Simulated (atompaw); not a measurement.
# Cobalt: generating and testing a PAW (atompaw) potential

Task: generate the file, and judge it by its logarithmic derivatives, its ghosts and its cutoff.

Method: atompaw 4.2.0.5, PBEsol, scalar-relativistic.

## 1. The atom and the settings

Typed settings, in words:

```json
{"element": "cobalt (Co, Z = 27)", "type": "PAW", "frozen core": "[Ar]", "valence charge": "9", "reference configuration": "3d7 4s0 4p0 (charge +2)", "partial waves": "4s (bound, empty): rc 2.05 bohr; 4s channel at -0.95 Ry: rc 2.05 bohr; 4p (bound, empty): rc 1.80 bohr; 4p channel at 0.2 Ry: rc 1.80 bohr; 3d (bound): rc 2.05 bohr; 3d channel at -0.55 Ry: rc 2.05 bohr", "local potential": "ultrasoft scheme with l = 3 at 0 Ry, radius 1.40 bohr", "core correction": "smooth core density matched at 1.65 bohr", "augmentation charge": "besselshape compensation charge, radius 1.55 bohr; PAW radius 2.05 bohr; waves and projectors: custom rrkj gramschmidtortho"}
```

An earlier all-electron run gives the scale for the radii.

All-electron outer shells of the reference configuration (PBEsol, scalar-relativistic, ld1.x):

| shell | level (eV) | outermost node (bohr) | outermost maximum (bohr) |
| --- | --- | --- | --- |
| 3p | -84.56 | 0.28 | 0.68 |
| 3d | -27.03 | – | 0.66 |
| 4s | -20.73 | 0.95 | 2.10 |
| 4p | -14.45 | 1.03 | 2.50 |
| 4f | -3.69 | – | 6.71 |

## 2. Generation

File Co.input:

```
Co 27
GGA-PBESOL scalarrelativistic loggrid 1500 logderivrange -4 5 226
4 4 3 0 0 0
4 0 0
4 1 0
3 2 7
0 0 0
c
c
c
v
c
c
v
v
2
2.05 1.55 1.40 1.65
y
-0.95
n
y
0.2
n
y
-0.55
n
custom rrkj gramschmidtortho besselshape
3 0 ultrasoft
2.05
2.05
1.80
1.80
2.05
2.05
PWSCFOUT
UPFDX 0.0125d0 UPFXMIN -7.d0 UPFZMESH 27.d0
END
```

Run with:

```bash
$ atompaw < Co.input > Co.log
```

**Question.** What will these runs give? Wanted: cutoffs for 10 and 1 mRy, occupied levels; bound ghosts; largest phase difference near zero energy, channels read; lowest eigenvalue of the overlap; share of valence orbitals outside the PAW sphere; UPF file.

As calculated:

```
                                                quantity                           value
               cutoffs for 10 and 1 mRy, occupied levels                 25 Ry and 40 Ry
                                            bound ghosts  p at -66.39 eV, s at -39.73 eV
largest phase difference near zero energy, channels read                       0.023 rad
         lowest eigenvalue of the overlap (Bessel basis)                       0.377 (s)
        share of valence orbitals outside the PAW sphere        4s 64 %, 4p 80 %, 3d 6 %
                                                UPF file                         written
```

**Reading.** A bound ghost (p, s) makes it unfit for use: electrons can fall into a state that the atom doesn't have. It counts as soft on the atom at that tolerance, with 25 Ry needed at the looser tolerance. Near zero energy the phases of the channels with partial waves agree within 0.023 rad. All of this concerns the isolated atom, not yet a solid.
